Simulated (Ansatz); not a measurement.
**C2H5BSe: a ladder of functionals and wavefunction methods**

Aim: compute C2H5BSe with functionals from several rungs and with coupled cluster, and see how far each lands from CCSD(T) at the basis-set limit for the atomisation energy.

Computed with Ansatz 0.2.0, Gaussian basis. Level: functionals in def2-TZVPP, the program's frozen cores in correlated methods.

Plan: LDA (SPW92), PBE-D4, revPBE-D4, BLYP-D4, r2SCAN-D4, B97M-V, PBE0-D4, B3LYP-D4, r2SCANh-D4, r2SCAN0-D4, HSE06-D4, BHLYP-D4, CAM-B3LYP-D4, LC-ωPBE, ωB97X-V, ωB97M-V, B2PLYP, PBE-QIDH; CCSD(T)/def2-SVP; CCSD(T)/def2-TZVPP; MP2/def2-QZVPP; extrapolation to the limit; RPA on PBE.

## Step 1: The relaxed structure

The geometry comes from an earlier relaxation with PBE0-D4 in a triple-zeta def2 set; it is a stationary point, not always the lowest conformer.

SMILES `CB1C[Se]1`, 9 atoms, charge 0, spin multiplicity 1.

Atoms are counted from 1 here; the program's logs count them from 0.

Bond lengths: C1–B2 1.542 Å, C1–H5 1.090 Å, C1–H6 1.096 Å, C1–H7 1.096 Å, B2–C3 1.528 Å, B2–Se4 1.899 Å, C3–Se4 2.020 Å, C3–H8 1.086 Å, C3–H9 1.086 Å. Angles: B2–C1–H5 114.1°, B2–C1–H6 109.5°, B2–C1–H7 109.6°, H5–C1–H6 108.8°, H5–C1–H7 108.8°, H6–C1–H7 105.7°, C1–B2–C3 145.5°, C1–B2–Se4 143.3°, C3–B2–Se4 71.3°, B2–C3–Se4 62.9°, B2–C3–H8 121.4°, B2–C3–H9 121.4°, Se4–C3–H8 113.0°, Se4–C3–H9 113.0°, H8–C3–H9 113.4°, B2–Se4–C3 45.8°.

## Step 2: LDA

This LDA is Slater exchange with PW92 correlation.

in.yaml

```yaml
crystal:
  periodic: [false, false, false]
  atoms:
    - {symbol: C, position_ang: [-0.281989, 1.167700, -0.752062]}
    - {symbol: B, position_ang: [-0.108321, -0.248605, -0.166390]}
    - {symbol: C, position_ang: [0.451497, -1.071179, 0.993596]}
    - {symbol: Se, position_ang: [-0.486560, -2.082388, -0.481935]}
    - {symbol: H, position_ang: [-0.807735, 1.192440, -1.706146]}
    - {symbol: H, position_ang: [-0.822194, 1.796828, -0.035587]}
    - {symbol: H, position_ang: [0.700288, 1.636813, -0.877861]}
    - {symbol: H, position_ang: [-0.066498, -1.132503, 1.946530]}
    - {symbol: H, position_ang: [1.510013, -1.305508, 1.062855]}
basis:
  gaussian: {orbitals: def2-TZVPP}
hamiltonian: {xc: lda}
output: {orbitals: {seedname: orbitals}}
```

Command:

```
ansatz run in.yaml --threads 2 --pin off --events-out ev --progress --plain --max-ram 4352MiB
```

The runs that follow: PBE-D4 (GGA); revPBE-D4 (GGA); BLYP-D4 (GGA); r2SCAN-D4 (meta-GGA); B97M-V (meta-GGA); B3LYP-D4 (hybrid); r2SCANh-D4 (hybrid); r2SCAN0-D4 (hybrid); HSE06-D4 (hybrid); BHLYP-D4 (hybrid); CAM-B3LYP-D4 (range-separated); LC-ωPBE (range-separated); ωB97X-V (range-separated); ωB97M-V (range-separated); B2PLYP (double hybrid); PBE-QIDH (double hybrid); CCSD(T) in def2-SVP; CCSD(T) in def2-TZVPP; MP2 in def2-QZVPP; RPA on PBE orbitals.

Q: Predict the results of all the runs planned. Wanted: atomisation energy, CCSD(T)/CBS; farthest beyond LDA; mean size of error, GGA; mean size of error, meta-GGA; mean size of error, hybrid; mean size of error, range-separated; mean size of error, double hybrid; gap, smallest and largest; T1 diagnostic.

As calculated:

```
                               quantity                                                                                                                    value
        atomisation energy, CCSD(T)/CBS                                                                                                           816.6 kcal/mol
functionals within 8.2 kcal/mol (1.0 %)  revPBE-D4, BLYP-D4, B97M-V, B3LYP-D4, r2SCANh-D4, r2SCAN0-D4, CAM-B3LYP-D4, LC-ωPBE, ωB97X-V, ωB97M-V, B2PLYP, PBE-QIDH
                    farthest beyond LDA                                                                                                  PBE-D4 (+23.1 kcal/mol)
                mean size of error, GGA                                                                                                             9.0 kcal/mol
           mean size of error, meta-GGA                                                                                                             8.4 kcal/mol
             mean size of error, hybrid                                                                                                             8.2 kcal/mol
    mean size of error, range-separated                                                                                                             1.7 kcal/mol
      mean size of error, double hybrid                                                                                                             4.5 kcal/mol
              gap, smallest and largest                                                                                3.98 eV (LDA (SPW92)), 10.83 eV (LC-ωPBE)
                          T1 diagnostic                                                                                                                   0.0134
triples share of the correlation energy                                                                                                                    4.2 %
```

The LDA atomisation energy is off by 119.6 kcal/mol (15 %): it overbinds. PBE-D4 is off by +23.1 kcal/mol. Double hybrids carry the basis error of their MP2 part in triple zeta, and no dispersion term here, so their miss is partly the set-up's. The rungs range-separated, double hybrid miss on average by less than the doubt on the reference (8.2 kcal/mol), so they tie. The reference freezes the cores and leaves out relativity and excitations past (T), and its outer-core shells are covered unevenly, so misses under about 8.2 kcal/mol can't be ranked. All levels share the lack of spin-orbit coupling, which lowers the free heavy atoms and so the true binding. Hartree-Fock recovers 75 % of the binding; the rest is correlation. CCSD(T) in def2-SVP is off by -37.5 kcal/mol, worse than the median functional, from the basis alone. Orbital gaps span 4.0 to 10.8 eV; exact exchange widens them. Correlated methods include outer-core shells of Se, which these sets cover unevenly.
